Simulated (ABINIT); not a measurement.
**GdO in ABINIT: the effect of Hubbard term**

GdO:

```
Gd O
1.0
     0.00000    2.70000    2.70000
     2.70000    0.00000    2.70000
     2.70000    2.70000    0.00000
Gd O
1 1
Direct
  0.00000 0.00000 0.00000
  0.25000 0.25000 0.25000
```

The cell comes from a database or a generator and needn't be the stable form of this composition.

Alike in all runs:

```yaml
Program: ABINIT 10.8.3 (patched build)
Task: single point
Functional: LDA
Potentials_or_basis: JTH PAW PBE v2.0
Cutoff: 626 eV
k_mesh: 9 × 9 × 9
Occupations: fermi-dirac, width 0.05 eV
Spin: collinear spin, ferromagnetic start
Starting_moments: "[7.0, 0.0] μB"
Double_counting_usepawu: 1
Fine-grid_cutoff: 1224.51 eV
```

```tsv
Hubbard term	pressure (GPa)	moment (μB)
Gd f U = 2 eV	?	?
Gd f U = 4 eV	-5.7	7.83
Gd f U = 6 eV	-5.5	7.84
Gd f U = 8 eV	-5.3	7.84
```

**Question.** What does the run with Hubbard term Gd f U = 2 eV give?

**Answer.** Pressure -6.0 GPa; moment 7.63 μB.

Worked out: A straight line through the other rows of the pressure, of slope 0.1 GPa per eV, extrapolates to -5.9 GPa, against the run's -6.0. A straight line through the other rows of the moment, of slope 0.0025 μB per eV, extrapolates to 7.83 μB, against the run's 7.63. The fit is too stiff a form for this range.

Caveats: the PAW data sets were made with another functional, which shifts forces and pressure a little; a cell with one magnetic atom can't hold antiferromagnetic order, which such compounds often take.
